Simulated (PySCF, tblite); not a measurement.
# C₄H₇GeO₂ radical: geometry, infrared bands and EPR parameters

Wanted: the infrared bands and EPR parameters of C₄H₇GeO₂ radical (`[H]/[C]=C(\[O][GeH3])C(C)=O`), by calculation.

Computed with tblite 0.8.0 and PySCF 2.14.0, with density-fitted response routines of our own, on a single molecule in the gas phase. Atoms count from 0, in the outputs and in this text.

### Step 1. The molecule as given

14 atoms, charge 0, multiplicity 2; geometry from: force field or distance geometry start.

Bonds of the start (Å): C0–C1 1.32, C1–O2 1.41, O2–Ge3 1.83, C1–C4 1.48, C4–C5 1.49, C4–O6 1.27, C0–H7 1.08, Ge3–H8 1.54, Ge3–H9 1.55, Ge3–H10 1.56, C5–H11 1.11, C5–H12 1.11, C5–H13 1.11.

### Step 2. Geometry optimisation with GFN2-xTB

The job: settings as JSON, then the geometry in Å.

```
{"job": {"kind": "relax", "xc": "GFN2-xTB", "basis": "xTB"}, "charge": 0, "multiplicity": 2}
C     -0.335300     0.998900    -1.646600
C      0.168800     0.335800    -0.621600
O     -0.608000    -0.175100     0.437800
Ge    -2.427300     0.002500     0.555300
C      1.630200     0.104000    -0.551300
C      2.233300    -0.642200     0.584100
O      2.379900     0.543200    -1.481200
H     -1.392800     1.210700    -1.750300
H     -2.800400     1.494300     0.604600
H     -3.100300    -0.679000    -0.657200
H     -2.918300    -0.696900     1.861000
H      1.809500    -1.669200     0.634400
H      3.334700    -0.716000     0.474200
H      2.025200    -0.111500     1.534600
```

Run with:

```sh
> OMP_NUM_THREADS=1 python probes_run.py task.json out
```

The driver reads the jobs from task.json and runs them one after another.

**Question.** This job is followed by: GFN2-xTB harmonic vibrations, gas phase; UKS B3LYP, def2-TZVP-core on Ge, pcH-1 on C H O, non-relativistic, mean-field spin-orbit, GIAO. Predict these results of the whole session: strongest single infrared mode (GFN2-xTB); zero-point energy (GFN2-xTB); g(iso) (B3LYP); ⟨S²⟩; largest a(iso) (averaged by class); surface potential, 1st and 99th percentile.

**Answer**, as computed:

```
                                 quantity                  value
strongest single infrared mode (GFN2-xTB)  2024 cm⁻¹, 494 km/mol
             zero-point energy (GFN2-xTB)          56.0 kcal/mol
                           g(iso) (B3LYP)                2.00250
                                     ⟨S²⟩     0.762 (exact 0.75)
       largest a(iso) (averaged by class)   13C on C0, 313.9 MHz
    surface potential, 1st and 99th percentile     -1.82 V and 1.65 V
```

What this shows: The optimisation took 58 steps and gained 0.492 eV; among the close pairs (by a distance rule), Ge3–H10 changed most, from 1.560 to 1.488 Å. No mode is imaginary among the 36: a minimum at this level. The strongest single mode, at 2024 cm⁻¹, moves mainly H8 and H9. Unscaled tight-binding wavenumbers are off by several per cent, some by more. Its intensities can rank the bands wrongly. Most of the unpaired spin sits on C0 (1.07 e). The isotropic g lies 0.2 ppt above the free-electron value. The hyperfine terms hold no scalar relativity, which the heavier nuclei need.
